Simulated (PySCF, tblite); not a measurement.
**C2H8NO2Si3 radical: geometry, infrared bands and EPR parameters**

Wanted: the infrared bands and EPR parameters of C2H8NO2Si3 radical (`[CH2][Si](C#N)(O[SiH3])O[SiH3]`), by calculation.

Programs: tblite 0.8.0 and PySCF 2.14.0, with density-fitted response routines of our own. Each step states its level of theory. These are calculated values for one molecule in the gas phase, unless marked as measured. Atoms are numbered from 0 throughout.

### 1 The molecule as given

16 atoms, charge 0, multiplicity 2; geometry from: force field or distance geometry start.

Bonds of the start (Å): C0–Si1 1.88, Si1–C2 1.80, C2–N3 1.16, Si1–O4 1.71, O4–Si5 1.73, Si1–O6 1.69, O6–Si7 1.70, C0–H8 1.13, C0–H9 1.09, Si5–H10 1.49, Si5–H11 1.47, Si5–H12 1.47, Si7–H13 1.47, Si7–H14 1.46, Si7–H15 1.48.

### 2 Optimising the geometry with GFN2-xTB

The job: settings as JSON, then the geometry in Å.

```
{"job": {"kind": "relax", "xc": "GFN2-xTB", "basis": "xTB"}, "charge": 0, "multiplicity": 2}
C     -0.424100    -0.979900     1.984700
Si     0.018100     0.065900     0.481700
C      0.236000    -0.986600    -0.962700
N      0.367400    -1.628500    -1.914400
O     -1.246500     1.162400     0.155800
Si    -2.773900     0.372800    -0.009600
O      1.405800     0.952400     0.854200
Si     2.782500     0.584500    -0.074100
H     -1.035000    -0.329700     2.681300
H      0.504500    -1.326500     2.448600
H     -3.441700     0.443100     1.316000
H     -2.503900    -1.014800    -0.398500
H     -3.533800     1.100400    -1.037900
H      3.595100    -0.425500     0.613800
H      2.449000     0.203800    -1.445000
H      3.592800     1.815000    -0.170300
```

Launch:

```sh
$ OMP_NUM_THREADS=1 python probes_run.py task.json out
```

This one command runs all jobs of the session in turn.

**Question.** This job is followed by: GFN2-xTB harmonic vibrations, gas phase; UKS B3LYP, pcH-1 on C H N O Si, non-relativistic, mean-field spin-orbit, GIAO. Predict these results of the whole session: strongest single infrared mode (GFN2-xTB); zero-point energy (GFN2-xTB); g(iso) (B3LYP); ⟨S²⟩; largest a(iso) (averaged by class); surface potential, 1st and 99th percentile.

The runs gave:

```
                                 quantity                  value
strongest single infrared mode (GFN2-xTB)  1098 cm⁻¹, 717 km/mol
             zero-point energy (GFN2-xTB)          55.6 kcal/mol
                           g(iso) (B3LYP)                2.00257
                                     ⟨S²⟩     0.753 (exact 0.75)
       largest a(iso) (averaged by class)    13C on C0, 86.0 MHz
    surface potential, 1st and 99th percentile     -1.82 V and 1.75 V
```

What this shows: Over 216 steps the energy fell by 1.497 eV; of the close pairs, O4–Si5 changed most, 1.727 to 1.624 Å. No mode is imaginary among the 42: a minimum at this level. The strongest single mode, at 1098 cm⁻¹, moves mainly O6 and O4. GFN2-xTB is a fitted tight-binding method: band positions and strengths are rough. Its intensities can rank the bands wrongly. Most of the unpaired spin sits on C0 (1.05 e). The isotropic g lies 0.2 ppt above the free-electron value.
